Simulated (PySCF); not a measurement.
**CH2GeN− (SMILES N#[C][GeH2-]) at M11-L-D3(0)/ATZP (density fitting)**

What is the energy change on altering one bond length of CH2GeN− at M11-L-D3(0)/ATZP (density fitting)? The job is set up through a Python script.

The calculation is run with PySCF 2.14.0.

3 further runs of the same task are left out: 1 that didn't finish, 2 set aside as unsound or not needed.

## (1) Starting point

CH2GeN−: 5 atoms, total charge -1, spin state singlet. SMILES: `N#[C][GeH2-]`. The shape comes from GFN2-xTB, which is rough for such elements, and wasn't checked as a minimum.

Bond lengths: N1–C2 1.158 Å, C2–Ge3 1.974 Å, Ge3–H4 1.680 Å, Ge3–H5 1.680 Å. Angles: N1–C2–Ge3 169.7°, C2–Ge3–H4 88.6°, C2–Ge3–H5 88.8°, H4–Ge3–H5 88.7°.

## (2) Energy and gradient at M11-L-D3(0)/ATZP (density fitting)

Input file job.py:

```python
import pyscf.grad
from pyscf import gto, dft

molecule = gto.M(
    atom='''
N    1.312220  -1.146800   1.308460
C    0.698540  -0.577140   0.507840
Ge  -0.115330   0.254410  -1.086220
H   -1.622730  -0.214430  -0.512130
H   -0.272690   1.683960  -0.217940
''',
    symmetry=True,
    verbose=4,
    max_memory=1860,
    charge=-1,
    basis='atzp',
)

mf = dft.RKS(molecule)
mf.xc = 'm11-l'
mf = mf.density_fit()
mf.disp = 'd3zero'
mf.kernel()

e_final = mf.e_tot
print('Final energy', e_final)
grad = mf.Gradients().kernel()
```

Started as:

```console
$ OMP_NUM_THREADS=1 python job.py
```

What it wrote:

```text
PySCF version 2.14.0

[... 77 lines left out ...]
WARN: Even tempered Gaussians are generated as DF auxbasis for  C H N Ge
[... 25 lines left out ...]
WARN: Even tempered Gaussians are generated as DF auxbasis for  C H N Ge
[... 32 lines left out ...]
converged SCF energy = -2171.19514742674
Final energy -2171.1951474267435
[... 1 line left out ...]
******** <class 'pyscf.df.grad.rks.Gradients'> for <class 'pyscf.df.df_jk.DFRKS'> ********
unit = Eh/Bohr
grid_response = False
Calc dispersion correction with DFTD3.
Parameters: xc=m11-l, version=d3zero, atm=False
--------------- DFRKS gradients ---------------
         x                y                z
0 N     0.0054252548    -0.0045814649     0.0034826577
1 C    -0.0092416312     0.0065620292     0.0003371577
2 Ge     0.0266542478    -0.0138944981    -0.0325550527
3 H    -0.0194092972    -0.0055091482     0.0126285298
4 H    -0.0033486813     0.0173339205     0.0159708144
----------------------------------------------
```

Run time: 71 s. Hardware: 1 thread of Intel Xeon Platinum 8488C (Sapphire Rapids), shared host; peak memory 2.1 GiB.

## (3) The distorted shape at the same level

Input file job.py:

```python
import pyscf.grad
from pyscf import gto, dft

system = gto.M(
    atom='''
N    1.462960  -1.099916   1.251051
C    0.849280  -0.530256   0.450431
Ge   0.035410   0.301294  -1.143629
H   -1.622730  -0.214430  -0.512130
H   -0.121950   1.730844  -0.275349
''',
    spin=0,
    symmetry=True,
    basis='atzp',
    verbose=4,
    charge=-1,
    max_memory=1860,
)

calc0 = dft.RKS(system)
calc0.xc = 'm11-l'
calc0 = calc0.density_fit()
calc0.disp = 'd3zero'
calc0.kernel()

e_final = calc0.e_tot
print('E(%s) = %.9f' % ('M11-L', e_final))
grad = calc0.Gradients().kernel()
```

Started as:

```console
$ OMP_NUM_THREADS=1 python job.py
```

What it wrote:

```text
PySCF version 2.14.0

[... 77 lines left out ...]
WARN: Even tempered Gaussians are generated as DF auxbasis for  N H C Ge
[... 25 lines left out ...]
WARN: Even tempered Gaussians are generated as DF auxbasis for  N H C Ge
[... 34 lines left out ...]
converged SCF energy = -2171.18487926522
[... 2 lines left out ...]
******** <class 'pyscf.df.grad.rks.Gradients'> for <class 'pyscf.df.df_jk.DFRKS'> ********
unit = Eh/Bohr
grid_response = False
Calc dispersion correction with DFTD3.
Parameters: xc=m11-l, version=d3zero, atm=False
--------------- DFRKS gradients ---------------
         x                y                z
0 N     0.0053912844    -0.0048071597     0.0039641209
1 C    -0.0083714199     0.0065499187    -0.0000804918
2 Ge     0.0394048974    -0.0096379054    -0.0365228880
3 H    -0.0334325107    -0.0102218439     0.0166598574
4 H    -0.0029052057     0.0179430553     0.0157849366
----------------------------------------------
```

It took 80 s on 1 thread of Intel Xeon Platinum 8488C (Sapphire Rapids), shared host; peak memory 2.1 GiB.

## (4) Summary of results

At M11-L-D3(0)/ATZP (density fitting):

```
                                                              quantity           value
                                             first shape: total energy  -2171.19515 Eh
                                              first shape: HOMO energy        -0.92 eV
                                              first shape: LUMO energy         1.36 eV
    first shape: HOMO–LUMO gap (to an unbound level, set by the basis)         2.28 eV
                                        first shape: dispersion energy    -2.23 kJ/mol
                                 first shape: largest force on an atom      2.278 eV/Å
                                         distorted shape: total energy  -2171.18488 Eh
                                          distorted shape: HOMO energy        -1.02 eV
                                          distorted shape: LUMO energy         1.35 eV
distorted shape: HOMO–LUMO gap (to an unbound level, set by the basis)         2.37 eV
                                    distorted shape: dispersion energy    -2.45 kJ/mol
                             distorted shape: largest force on an atom      2.807 eV/Å
    energy change with the Ge3–H4 bond stretched from 1.680 to 1.848 Å        0.279 eV
```

In words: With the Ge3–H4 bond stretched from 1.680 to 1.848 Å the energy rises by 0.28 eV (6.4 kcal/mol). The first shape isn't relaxed at this level, so the change isn't measured from a minimum. The largest force (first shape) is 2.28 eV/Å: the shape isn't a stationary point for this species at this level.
